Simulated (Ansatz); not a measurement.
# C2H9AlSi: the cost of one run

Method: RHF/def2-SVPD, in Ansatz 0.2.0.

### Step 1. The system as given

Bond lengths: C1–Si2 1.813 Å, Si2–C3 1.846 Å, C3–Al4 1.996 Å, C1–H5 1.080 Å, C1–H6 1.168 Å, C1–H7 1.111 Å, Si2–H8 1.454 Å, Si2–H9 1.484 Å, C3–H10 1.153 Å, C3–H11 1.115 Å, Al4–H12 1.543 Å, Al4–H13 1.712 Å. Angles (14 of 21 angles, heavy atoms first): C1–Si2–C3 109.6°, Si2–C3–Al4 114.1°, C1–Si2–H8 111.7°, C1–Si2–H9 106.8°, C3–Si2–H8 107.7°, C3–Si2–H9 109.1°, Si2–C1–H5 113.6°, Si2–C1–H6 111.3°, Si2–C1–H7 111.3°, Si2–C3–H10 109.7°, Si2–C3–H11 109.6°, Al4–C3–H10 108.6°, Al4–C3–H11 108.5°, C3–Al4–H12 123.4°.

Coordinates:

```xyz
13

C    -1.5066    0.2782    0.9829
Si   -0.4729   -1.0292    0.2704
C     1.2335   -0.3852   -0.0125
Al    1.3552    0.9952   -1.4494
H    -1.1145    0.6876    1.9021
H    -1.6272    1.1741    0.2433
H    -2.5415   -0.0815    1.1700
H    -0.9902   -1.4856   -1.0092
H    -0.4193   -2.1258    1.2686
H     1.6470    0.0636    0.9660
H     1.9138   -1.2292   -0.2732
H     2.6729    1.6900   -1.8517
H    -0.1297    1.4131   -2.1924
```

### Step 2. End point A

Contents of input.yaml:

```yaml
crystal:
  periodic: [false, false, false]
  atoms:
    - { symbol: C, position_ang: [-1.5066, 0.2782, 0.9829] }
    - { symbol: Si, position_ang: [-0.4729, -1.0292, 0.2704] }
    - { symbol: C, position_ang: [1.2335, -0.3852, -0.0125] }
    - { symbol: Al, position_ang: [1.3552, 0.9952, -1.4494] }
    - { symbol: H, position_ang: [-1.1145, 0.6876, 1.9021] }
    - { symbol: H, position_ang: [-1.6272, 1.1741, 0.2433] }
    - { symbol: H, position_ang: [-2.5415, -0.0815, 1.17] }
    - { symbol: H, position_ang: [-0.9902, -1.4856, -1.0092] }
    - { symbol: H, position_ang: [-0.4193, -2.1258, 1.2686] }
    - { symbol: H, position_ang: [1.647, 0.0636, 0.966] }
    - { symbol: H, position_ang: [1.9138, -1.2292, -0.2732] }
    - { symbol: H, position_ang: [2.6729, 1.69, -1.8517] }
    - { symbol: H, position_ang: [-0.1297, 1.4131, -2.1924] }
basis:
  gaussian: { orbitals: def2-SVPD }
hamiltonian:
  xc: hf
relax:
  f_tol: 0.015
  max_steps: 40
```

Started as:

```
$ ansatz run input.yaml --threads 2 --pin off --max-ram 3072MiB --backend cpu --events-out ev --progress --plain --runs-dir out
```

Q: Estimate wall time and peak memory on 2 threads of Intel Xeon 6975P-C (Granite Rapids), shared host.

About 80 s, with a peak of 0.45 GiB.
